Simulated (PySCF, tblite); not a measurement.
**C₅H₅FP₂: geometry, infrared bands and NMR shifts**

Aim: predict the infrared bands and NMR shifts of C₅H₅FP₂ (`Cc1pcc(F)cp1`).

The runs use tblite 0.8.0 and PySCF 2.14.0, with density-fitted response routines of our own; the level of theory stands in each step. All values are computed, except where a source is named. Atoms are numbered from 0 throughout.

### Step 1. The molecule as given

13 atoms, charge 0, multiplicity 1; geometry from: force field or distance geometry start.

Bonds of the start (Å): C0–C1 1.51, C1–P2 1.83, P2–C3 1.84, C3–C4 1.42, C4–F5 1.35, C4–C6 1.39, C6–P7 1.84, P7–C1 1.84, C0–H8 1.09, C0–H9 1.10, C0–H10 1.09, C3–H11 1.08, C6–H12 1.10.

### Step 2. Geometry optimisation with GFN2-xTB

The job: settings as JSON, then the geometry in Å.

```
{"job": {"kind": "relax", "xc": "GFN2-xTB", "basis": "xTB"}, "charge": 0, "multiplicity": 1}
C      2.435200    -0.074900     0.225100
C      1.001900    -0.160300    -0.237300
P      0.318800     1.113700    -1.355500
C     -1.363500     1.220000    -0.619300
C     -2.005800     0.164200     0.071300
F     -3.256700     0.433300     0.493600
C     -1.522800    -1.111000     0.364600
P      0.115900    -1.771800    -0.136800
H      2.702600     0.960900     0.455100
H      2.581400    -0.659700     1.141300
H      3.098100    -0.447500    -0.553100
H     -1.918200     2.132400    -0.765700
H     -2.191500    -1.798800     0.899000
```

Command:

```
> OMP_NUM_THREADS=1 python probes_run.py task.json out
```

This one command runs all jobs of the session in turn.

**Question.** This job is followed by: GFN2-xTB harmonic vibrations, gas phase; GIAO PBE0/pcSseg-1 NMR shielding, non-relativistic, gas phase. What will the session give for the following? strongest single infrared mode (GFN2-xTB); zero-point energy (GFN2-xTB); 13C shifts against TMS (PBE0/pcSseg-1, means over atoms taken as alike); 1H shifts against TMS (PBE0/pcSseg-1, means over atoms taken as alike); 31P shifts against H3PO4 (PBE0/pcSseg-1, means over atoms taken as alike); 19F shifts against CFCl3 (PBE0/pcSseg-1).

The runs gave:

| quantity | value |
| --- | --- |
| strongest single infrared mode (GFN2-xTB) | 1431 cm⁻¹, 139 km/mol |
| zero-point energy (GFN2-xTB) | 53.3 kcal/mol |
| 13C shifts against TMS (PBE0/pcSseg-1, means over atoms taken as alike) | 211.7, 170.5, 148.5, 29.7 ppm |
| 1H shifts against TMS (PBE0/pcSseg-1, means over atoms taken as alike) | 8.79, 3.39 ppm |
| 31P shifts against H3PO4 (PBE0/pcSseg-1, means over atoms taken as alike) | 285.7 ppm |
| 19F shifts against CFCl3 (PBE0/pcSseg-1) | -74.4 ppm |

**Reading.** Relaxing lowered the energy by 1.437 eV in 39 steps; the close pair that moved most is P2–C3, from 1.839 to 1.730 Å. No mode is imaginary among the 33: a minimum at this level. The strongest single mode, at 1431 cm⁻¹, has its largest shares on C4, C3 and C6 (the list is cut at 3 atoms). GFN2-xTB is a fitted tight-binding method: band positions and strengths are rough. Its intensities can rank the bands wrongly. At PBE0/pcSseg-1: The largest span, 670 ppm, is at P2, P7, where the paramagnetic term is -936 ppm. NICS(1)zz of -23 ppm above the planar ring from C1 marks a diatropic (aromatic) ring current.
